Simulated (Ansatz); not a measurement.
# Mo (bcc type): the cost of one run

Computed with Ansatz 0.2.0 (DFT LDA, with the methods named in each step, unless a step's input says otherwise).

## (1) The structure to begin with

It takes space group Im-3m (No. 229, cubic). Conventional cell: a = 3.111 Å, b = 3.111 Å, c = 3.111 Å, α = 90.00°, β = 90.00°, γ = 90.00°. Mo (site symmetry m-3m) is surrounded by 8 Mo at 2.69 Å.

Structure file:

```
Mo
1.0
     0.00000    3.11120   -3.11120
    -3.11120    0.00000    3.11120
     1.55560    1.55560    1.55560
Mo
3
Direct
  0.00000 0.00000 0.00000
  0.33333 0.66667 0.33333
  0.66667 0.33333 0.66667
```

Atoms are numbered in the order of the input: Mo1, Mo2, Mo3.

## (2) Bulk in the slab's orientation, LAPW

The input, input.yaml:

```yaml
crystal:
  lattice:
    - [0.0, 3.1112033377, -3.1112033377]
    - [-3.1112033377, 0.0, 3.1112033377]
    - [1.5556016689, 1.5556016689, 1.5556016689]
  atoms:
    - { symbol: Mo, position: [0.0, 0.0, 0.0] }
    - { symbol: Mo, position: [0.333333333, 0.666666667, 0.333333333] }
    - { symbol: Mo, position: [0.666666667, 0.333333333, 0.666666667] }
kpoints:
  mp_grid: { grid: [11, 11, 15] }
scf:
  occupations: { method: fermi_dirac, width: 0.08 }
hamiltonian:
  xc: lda
  pseudopotentials: { kind: all_electron, lapw: { basis_error: 0.001 } }
output:
  forces: true
  stress: true
  eigenvalues: true
```

Launch:

```
> ansatz run input.yaml --threads 2 --pin off --max-ram 4096MiB --backend cpu --events-out ev --progress --plain --runs-dir out
```

Q: Estimate wall time and peak memory on 2 threads of Intel Xeon Platinum 8375C at 2.90GHz (Ice Lake), shared host.

About 52 s, with a peak of 1.1 GiB.
